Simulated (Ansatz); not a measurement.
# GaH3O3 + H2: a complex and its separated parts

Aim: how far the complex at one end of a reaction step lies below its separated, relaxed parts, level by level.

Computed with Ansatz 0.2.0, Gaussian basis. Level: PBE0-D4/def2-TZVP structures, single points in def2-TZVPP, no counterpoise correction.

Levels: SPW92, PBE-D4, BLYP-D4, r2SCAN-D4, B97M-V, PBE0-D4, B3LYP-D4, r2SCAN0-D4, BHLYP-D4, CAM-B3LYP-D4, wB97X-V, wB97M-V, B2PLYP, PBE-QIDH, RPA on PBE, Hartree-Fock, MP2, CCSD, CCSD(T).

Correlated methods freeze the cores. Filled d shells of the heavier atoms are correlated. B3LYP uses VWN-RPA correlation. B2PLYP carries no dispersion term here.

94 further runs of the same task are left out: 94 set aside as unsound or not needed. Runs told in other sessions of the task aren't counted.

## Step 1: The system as given

The complex: 9 atoms, charge 0, spin multiplicity 1.

Atoms are counted from 1 here; the program's logs count them from 0.

Bond lengths: Ga1–O3 1.775 Å, Ga1–O4 1.775 Å, Ga1–O6 1.776 Å, H2–H5 0.749 Å, O3–H7 0.960 Å, O4–H8 0.960 Å, O6–H9 0.960 Å. Angles: O3–Ga1–O4 119.8°, O3–Ga1–O6 119.9°, O4–Ga1–O6 120.3°, Ga1–O3–H7 113.1°, Ga1–O4–H8 113.2°, Ga1–O6–H9 113.1°.

Coordinates:

```xyz
9
GaH5O3
Ga    0.3928   -0.4094    0.1248
H    -1.5816    1.5366   -0.1069
O    -0.7949   -1.6159    0.6585
O     1.1907    0.6312    1.3212
H    -1.3189    1.4846   -0.8065
O     0.8296   -0.2957   -1.5933
H    -0.9278   -1.6198    1.6091
H     1.8312    1.2316    0.9333
H     0.3788   -0.9432   -2.1402
```

Its parts: GaH3O3 holds atoms 1, 3, 4, 6, 7, 8, 9; H2 holds atoms 2, 5. Each part counts its atoms afresh in its own runs.

## Step 2: Relaxing GaH3O3 alone

relax-a/in.yaml

```yaml
crystal:
  periodic: [false, false, false]
  atoms:
    - {symbol: Ga, position_ang: [0.392825, -0.409448, 0.124771]}
    - {symbol: O, position_ang: [-0.794907, -1.615942, 0.658515]}
    - {symbol: O, position_ang: [1.190690, 0.631232, 1.321232]}
    - {symbol: O, position_ang: [0.829581, -0.295740, -1.593343]}
    - {symbol: H, position_ang: [-0.927798, -1.619788, 1.609084]}
    - {symbol: H, position_ang: [1.831209, 1.231588, 0.933250]}
    - {symbol: H, position_ang: [0.378847, -0.943189, -2.140189]}
basis:
  gaussian: {orbitals: def2-TZVP}
hamiltonian: {xc: pbe0, dispersion: d4}
relax: {f_tol: 0.005, max_steps: 200}
```

On the command line:

```bash
$ ansatz run in.yaml --threads 4 --pin off --events-out ev --progress --plain --max-ram 9574MiB
```

After this run come: Relaxing H2 alone; SPW92/def2-TZVPP; PBE-D4/def2-TZVPP; BLYP-D4/def2-TZVPP; r2SCAN-D4/def2-TZVPP; B97M-V/def2-TZVPP; PBE0-D4/def2-TZVPP; B3LYP-D4/def2-TZVPP; r2SCAN0-D4/def2-TZVPP; BHLYP-D4/def2-TZVPP; CAM-B3LYP-D4/def2-TZVPP; wB97X-V/def2-TZVPP; wB97M-V/def2-TZVPP; B2PLYP/def2-TZVPP; PBE-QIDH/def2-TZVPP; RPA on PBE/def2-TZVPP; CCSD(T)/def2-TZVPP; Vibrations of GaH3O3; Vibrations of H2.

**Question.** What will these runs give? Wanted: complex less parts, CCSD(T)/def2-TZVPP; with zero-point energy; largest T1 diagnostic.

**Answer**, as computed:

```
                              quantity        value
complex less parts, CCSD(T)/def2-TZVPP  -4.6 kJ/mol
                with zero-point energy  +0.3 kJ/mol
                 largest T1 diagnostic        0.014
```

**Reading.** At CCSD(T) the complex lies 4.6 kJ/mol below its parts. The functionals run from B3LYP-D4, off by +0.3 kJ/mol, to SPW92, off by -7.2 kJ/mol, against CCSD(T). By rung, the mean size of the error is: LDA 7.2, GGA 1.3, meta-GGA 0.6, hybrid 1.1, range-separated hybrid 0.8, double hybrid 1.6 kJ/mol. The double hybrids carry no dispersion term here, unlike the levels marked D4 or V. PBE-D4 gives a relative energy 0.9 kJ/mol too low, an error of 20 % of the reference. No counterpoise was applied, and triple zeta lacks some correlation, so the CCSD(T) reference has a basis error of its own, and close matches with it are partly luck.
